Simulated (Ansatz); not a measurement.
# LuVO4: properties at the relaxed cell

An exercise on one series of results from a longer session: the logs are not shown, and one member is left open.

Method: DFT r2SCAN, scalar-relativistic, plane waves, PAW, in Ansatz 0.2.0.

### Starting point

Symmetry: I4_1/amd, No. 141, tetragonal system. The conventional cell has a = 7.016 Å, b = 7.016 Å, c = 6.215 Å, α = 90.00°, β = 90.00°, γ = 90.00°. Lu (site symmetry -4m2) has 8 O at 2.25 to 2.41 Å as nearest neighbours. Around V (site symmetry -4m2) lie 4 O at 1.71 Å. O (site symmetry m) has 1 V at 1.71 Å and 2 Lu at 2.25 to 2.41 Å as nearest neighbours.

Structure file:

```
CELL_PARAMETERS angstrom
-3.50797 3.50797 3.10757
3.50797 -3.50797 3.10757
3.50797 3.50797 -3.10757
ATOMIC_POSITIONS crystal
Lu 0.75000 0.25000 0.50000
Lu 0.00000 0.00000 0.00000
V 0.50000 0.50000 0.00000
V 0.25000 0.75000 0.50000
O 0.51147 0.32457 0.18690
O 0.07457 0.38767 0.31310
O 0.13767 0.32457 0.81310
O 0.07457 0.76147 0.68690
O 0.23853 0.92543 0.31310
O 0.67543 0.48853 0.81310
O 0.61233 0.92543 0.68690
O 0.67543 0.86233 0.18690
```

It is the result of an earlier relaxation at this level (volume 12.75 Å³/atom; gap on the mesh: 3.32 eV).

The first run:

input.yaml reads:

```yaml
crystal:
  lattice:
    - [-3.472531154, 3.472531154, 3.0761757263]
    - [3.472531154, -3.472531154, 3.0761757263]
    - [3.472531154, 3.472531154, -3.0761757263]
  atoms:
    - { symbol: Lu, position: [0.75, 0.25, 0.5] }
    - { symbol: Lu, position: [0.0, 0.0, 0.0] }
    - { symbol: V, position: [0.5, 0.5, 0.0] }
    - { symbol: V, position: [0.25, 0.75, 0.5] }
    - { symbol: O, position: [0.5114664001, 0.3245657283, 0.1869006718] }
    - { symbol: O, position: [0.0745657283, 0.3876650565, 0.3130993282] }
    - { symbol: O, position: [0.1376650565, 0.3245657283, 0.8130993282] }
    - { symbol: O, position: [0.0745657283, 0.7614664001, 0.6869006718] }
    - { symbol: O, position: [0.2385335999, 0.9254342717, 0.3130993282] }
    - { symbol: O, position: [0.6754342717, 0.4885335999, 0.8130993282] }
    - { symbol: O, position: [0.6123349435, 0.9254342717, 0.6869006718] }
    - { symbol: O, position: [0.6754342717, 0.8623349435, 0.1869006718] }
basis:
  ecutwfc: 500
kpoints:
  mp_grid: { grid: [6, 6, 6] }
hamiltonian:
  xc: r2scan
scf:
  occupations: { method: gaussian, width: 0.02 }
output:
  forces: true
  stress: true
  eigenvalues: true
relax:
  adjacent_minimum: "off"
  f_tol: 0.01
  max_steps: 30
  cell: { stress_tol: 0.1, fix: [volume] }
```

On the command line:

```sh
$ ansatz run input.yaml --threads 4 --pin off --max-ram 10240MiB --backend cpu --events-out ev --progress --plain --runs-dir out
```

Among the steps run: The cell scaled to 0.97 of its volume; The cell scaled to 1.03 of its volume; Point at V/V0 = 0.94; Point at V/V0 = 1.06; Volume × 0.91; Volume × 1.10; Point at V/V0 = 0.88.

One table of the session follows, with a row left open; its other results are not shown here.

It belongs to the step «Equation of state». 

```
volume (Å³/atom)  energy above the lowest point (meV/atom)  pressure (GPa)  gap on the mesh (eV)
          11.217                                     110.1           26.08                  3.36
          11.600                                      58.1           17.78                  3.40
          11.982                                      24.2           10.79                  3.40
          12.365                                       5.7            4.91                  3.36
          12.747                                       0.0            0.00                  3.32
          13.129                                       5.0           -4.08                  3.30
          13.512                                         ?               ?                     ?
          14.022                                      48.3          -10.86                  3.26
```

**Question.** Estimate the row for volume (Å³/atom) = 13.512.

Worked estimate for «energy above the lowest point (meV/atom)». A straight line through the neighbours (13.129, 5.0) and (14.022, 48.3) gives 5.0 + (48.3 − 5.0) × (13.512 − 13.129) / (14.022 − 13.129) = 23.6; a parabola fitted to 3 rows on both sides gives 18.1.

As computed: energy above the lowest point (meV/atom): 18.9; pressure (GPa): -7.42; gap on the mesh (eV): 3.28. In «energy above the lowest point (meV/atom)» the line misses by +4.7 and the parabola by -0.8.
